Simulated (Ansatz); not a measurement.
# CHGaGe: the cost of one run

Computed with Ansatz 0.2.0, Gaussian basis. Level: RKS PBE0/def2-TZVP.

### Step 1. Starting geometry

4 atoms, charge 0, spin multiplicity 1.

Atoms are counted from 1 here; the program's logs count them from 0.

Bond lengths: C1–Ga2 1.874 Å, Ga2–Ge3 2.278 Å, Ga2–H4 1.530 Å. Angles: C1–Ga2–Ge3 160.4°, C1–Ga2–H4 100.8°, Ge3–Ga2–H4 98.8°.

The start was built by rule and, where that kept it together, relaxed with GFN2-xTB. Sticks and bond lists go by distance. No spin-orbit coupling is included. 

### Step 2. Relaxation

Contents of in.yaml:

```yaml
crystal:
  periodic: [false, false, false]
  atoms:
    - {symbol: C, position_ang: [-2.751206, -0.169248, 0.000000]}
    - {symbol: Ga, position_ang: [-0.909806, 0.180752, 0.000000]}
    - {symbol: Ge, position_ang: [1.340794, -0.169248, 0.000000]}
    - {symbol: H, position_ang: [-0.909806, 1.710752, 0.000000]}
basis:
  gaussian: {orbitals: def2-TZVP}
hamiltonian: {xc: pbe0}
relax: {f_tol: 0.004, max_steps: 80}
```

Command:

```bash
> ansatz run in.yaml --threads 1 --pin off --events-out ev --progress --plain --max-ram 2176MiB
```

Q: Estimate wall time and peak memory on 1 thread of Intel Xeon 6975P-C, shared host.

About 63 s, with a peak of 0.3 GiB.
